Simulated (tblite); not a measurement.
# C5H15PSSi: the cost of one run

Computed with tblite 0.8.0 and PySCF 2.14.0, with density-fitted response routines of our own, on a single molecule in the gas phase. Atoms are numbered from 0 throughout.

### 1 The molecule as given

23 atoms, charge 0, multiplicity 1; geometry from: force field or distance geometry start.

Bonds of the start (Å): C0–C1 1.50, C1–C2 1.53, C2–C3 1.51, C3–Si4 1.87, Si4–P5 2.21, Si4–S6 2.14, S6–C7 1.81, C0–H8 1.11, C0–H9 1.11, C0–H10 1.12, C1–H11 1.09, C1–H12 1.11, C2–H13 1.11, C2–H14 1.10, C3–H15 1.10, C3–H16 1.10, Si4–H17 1.46, P5–H18 1.46, P5–H19 1.44, C7–H20 1.11, C7–H21 1.13, C7–H22 1.09.

### 2 Geometry optimisation with GFN2-xTB

Job settings and geometry (Å):

```
{"job": {"kind": "relax", "xc": "GFN2-xTB", "basis": "xTB"}, "charge": 0, "multiplicity": 1}
C     -3.579300     0.424100     0.050100
C     -2.384000     0.055100    -0.778600
C     -1.222100    -0.204600     0.187000
C      0.040300    -0.581500    -0.554200
Si     1.347400    -0.864500     0.758700
P      3.144800    -1.833100    -0.076900
S      1.957000     1.056000     1.487100
C      2.840700     2.010000     0.234500
H     -4.275800    -0.424000     0.230300
H     -3.290400     0.817200     1.048200
H     -4.189200     1.225000    -0.442800
H     -2.180900     0.838200    -1.506500
H     -2.588900    -0.915100    -1.284800
H     -0.999800     0.728100     0.739300
H     -1.532400    -1.037800     0.836500
H      0.351900     0.277800    -1.157900
H     -0.102200    -1.474000    -1.180400
H      0.844100    -1.619100     1.906300
H      4.023900    -2.362400     0.961300
H      2.841200    -2.788000    -1.109600
H      3.695700     2.556400     0.687800
H      2.102300     2.774600    -0.156200
H      3.151200     1.368600    -0.596200
```

Command:

```sh
OMP_NUM_THREADS=1 python probes_run.py task.json out
```

This one command runs all jobs of the session in turn.

Q: Estimate the wall time of this first job on 1 thread of Arm Neoverse N1, shared host.

About 2.9 s.
